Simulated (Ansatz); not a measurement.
**InSi2H7: up Jacob's ladder to CCSD(T)**

The task here is to estimate one member of a computed series from the others.

Method: functionals in def2-TZVPP, the program's frozen cores in correlated methods; program: Ansatz 0.2.0, Gaussian basis.

Plan: LDA (SPW92), PBE-D4, revPBE-D4, BLYP-D4, r2SCAN-D4, B97M-V, PBE0-D4, B3LYP-D4, r2SCANh-D4, r2SCAN0-D4, HSE06-D4, BHLYP-D4, CAM-B3LYP-D4, LC-ωPBE, ωB97X-V, ωB97M-V, B2PLYP, PBE-QIDH; CCSD(T)/def2-SVP; CCSD(T)/def2-TZVPP; MP2/def2-QZVPP; extrapolation to the limit; RPA on PBE.

### The geometry

The geometry comes from an earlier relaxation with PBE0-D4 in a triple-zeta def2 set; it is a stationary point, not always the lowest conformer. In takes the def2 core potential; no spin-orbit term is included.

SMILES `[SiH3][SiH2][InH2]`, 10 atoms, charge 0, spin multiplicity 1.

Atoms are counted from 1 here; the program's logs count them from 0.

Bond lengths: Si1–Si2 2.339 Å, Si1–H4 1.488 Å, Si1–H5 1.489 Å, Si1–H6 1.489 Å, Si2–In3 2.571 Å, Si2–H7 1.491 Å, Si2–H8 1.492 Å, In3–H9 1.728 Å, In3–H10 1.728 Å. Angles: Si2–Si1–H4 112.1°, Si2–Si1–H5 109.8°, Si2–Si1–H6 109.9°, H4–Si1–H5 108.5°, H4–Si1–H6 108.5°, H5–Si1–H6 108.0°, Si1–Si2–In3 110.2°, Si1–Si2–H7 108.2°, Si1–Si2–H8 107.8°, In3–Si2–H7 111.8°, In3–Si2–H8 111.1°, H7–Si2–H8 107.6°, Si2–In3–H9 121.0°, Si2–In3–H10 120.2°, H9–In3–H10 118.8°.

Set-up of the first run:

The input, in.yaml:

```yaml
crystal:
  periodic: [false, false, false]
  atoms:
    - {symbol: Si, position_ang: [-1.450944, 0.732259, -0.821554]}
    - {symbol: Si, position_ang: [0.023051, -0.982688, -0.222448]}
    - {symbol: In, position_ang: [1.884772, -0.062652, 1.293106]}
    - {symbol: H, position_ang: [-2.541053, 0.248652, -1.711493]}
    - {symbol: H, position_ang: [-0.707741, 1.812139, -1.527488]}
    - {symbol: H, position_ang: [-2.065690, 1.320537, 0.400466]}
    - {symbol: H, position_ang: [-0.761329, -2.056895, 0.451787]}
    - {symbol: H, position_ang: [0.588689, -1.557908, -1.477336]}
    - {symbol: H, position_ang: [1.761404, -0.160929, 3.013879]}
    - {symbol: H, position_ang: [3.268842, 0.707495, 0.601081]}
basis:
  gaussian: {orbitals: def2-TZVPP}
hamiltonian: {xc: lda}
output: {orbitals: {seedname: orbitals}}
```

Command:

```bash
ansatz run in.yaml --threads 2 --pin off --events-out ev --progress --plain --max-ram 4352MiB
```

Steps of the session up to this table: LDA; PBE-D4 (GGA); revPBE-D4 (GGA); BLYP-D4 (GGA); r2SCAN-D4 (meta-GGA); B97M-V (meta-GGA); PBE0-D4 (hybrid); B3LYP-D4 (hybrid); r2SCANh-D4 (hybrid); r2SCAN0-D4 (hybrid); HSE06-D4 (hybrid); BHLYP-D4 (hybrid); CAM-B3LYP-D4 (range-separated); LC-ωPBE (range-separated); ωB97X-V (range-separated); ωB97M-V (range-separated); B2PLYP (double hybrid); PBE-QIDH (double hybrid).

One of the session's tables, all rows but one given; the rest of the session is left out.

```
  functional  HOMO (eV)  LUMO (eV)  gap (eV)
 LDA (SPW92)      -6.39      -3.18      3.21
      PBE-D4      -6.28      -2.93      3.35
   revPBE-D4      -6.23      -2.81      3.42
     BLYP-D4      -6.13      -2.88      3.25
   r2SCAN-D4      -6.50      -2.71      3.79
      B97M-V      -6.60      -2.99      3.61
     PBE0-D4      -7.25      -2.21      5.04
    B3LYP-D4      -7.06      -2.47      4.60
  r2SCANh-D4      -6.86      -2.46      4.40
  r2SCAN0-D4          ?          ?         ?
    HSE06-D4      -6.87      -2.57      4.30
    BHLYP-D4      -8.11      -1.54      6.57
CAM-B3LYP-D4      -8.43      -1.38      7.05
     LC-ωPBE      -9.69      -0.28      9.41
     ωB97X-V      -9.38      -0.43      8.95
     ωB97M-V      -9.19      -0.69      8.50
```

Estimate the missing values for r2SCAN0-D4.

Worked estimate for «HOMO (eV)». Against the share of exact exchange, r2SCAN-D4 (0, -6.50), r2SCANh-D4 (0.1, -6.86) give a slope of -3.60 per unit share; at 0.25 the line stands at -7.40.

The run gave: HOMO (eV): -7.40; LUMO (eV): -2.09; gap (eV): 5.31. In «HOMO (eV)» the line misses by 0.00.

Caveats from the session: All levels share the lack of spin-orbit coupling, which lowers the free heavy atoms and so the true binding.
